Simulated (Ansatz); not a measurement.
# Hf3N2: the cost of one run

Computed with Ansatz 0.2.0 (DFT PBEsol, scalar-relativistic, plane waves, PAW, unless a step's input says otherwise).

2 further runs of the same task are left out: 2 set aside as unsound or not needed.

### 1 The structure to begin with

Symmetry: R-3m, No. 166, trigonal system. The conventional cell has a = 3.193 Å, b = 3.193 Å, c = 23.125 Å, α = 90.00°, β = 90.00°, γ = 120.00°. Around Hf (site symmetry 3m) lie 3 N at 2.26 Å. Hf (site symmetry -3m) has 6 N at 2.25 Å as nearest neighbours. Around N (site symmetry 3m) lie 6 Hf at 2.25 to 2.26 Å.

Structure file:

```cif
data_structure
_symmetry_space_group_name_H-M 'P 1'
_symmetry_Int_Tables_number 1
_cell_length_a 7.9256
_cell_length_b 7.9256
_cell_length_c 7.9256
_cell_angle_alpha 23.244
_cell_angle_beta 23.244
_cell_angle_gamma 23.244
_cell_volume 68.07
loop_
_atom_site_label
_atom_site_type_symbol
_atom_site_fract_x
_atom_site_fract_y
_atom_site_fract_z
_atom_site_occupancy
Hf1 Hf 0.77898 0.77898 0.77898 1
Hf2 Hf 0.22102 0.22102 0.22102 1
Hf3 Hf 0.00000 0.00000 0.00000 1
N1 N 0.61113 0.61113 0.61113 1
N2 N 0.38887 0.38887 0.38887 1
```

It goes back to an entry of the Materials Project, which need not be the stable form.

It is the result of an earlier relaxation at this level (volume 13.61 Å³/atom; gap on the mesh: none (metal)).

### 2 Tight relaxation for the response runs, with the smearing for a metal

The response runs start from a cell at rest, found with their own mesh and filling of the bands.

input.yaml

```yaml
crystal:
  lattice:
    - [1.5966746458, 0.9218405366, 7.708188549]
    - [-1.5966746458, 0.9218405366, 7.708188549]
    - [0.0, -1.8436810731, 7.7081885491]
  atoms:
    - { symbol: Hf, position: [0.7789751363, 0.7789751363, 0.7789751363] }
    - { symbol: Hf, position: [0.2210248637, 0.2210248637, 0.2210248637] }
    - { symbol: Hf, position: [0.0, 0.0, 0.0] }
    - { symbol: "N", position: [0.6111305274, 0.6111305274, 0.6111305274] }
    - { symbol: "N", position: [0.3888694726, 0.3888694726, 0.3888694726] }
basis:
  ecutwfc: 420
kpoints:
  mp_grid: { grid: [12, 12, 12] }
hamiltonian:
  xc: pbesol
scf:
  occupations: { method: fermi_dirac, width: 0.15 }
output:
  forces: true
  stress: true
  eigenvalues: true
relax:
  adjacent_minimum: "off"
  f_tol: 0.001
  max_steps: 60
  cell: { stress_tol: 0.01 }
```

The run is started by

```
$ ansatz run input.yaml --threads 1 --pin off --max-ram 3072MiB --backend cpu --events-out ev --progress --plain --runs-dir out
```

**Question.** How long does this run take on 1 thread of Intel Xeon 6975P-C (Granite Rapids), shared host, and how much memory does it need?

About 2 min, with a peak of 0.76 GiB.
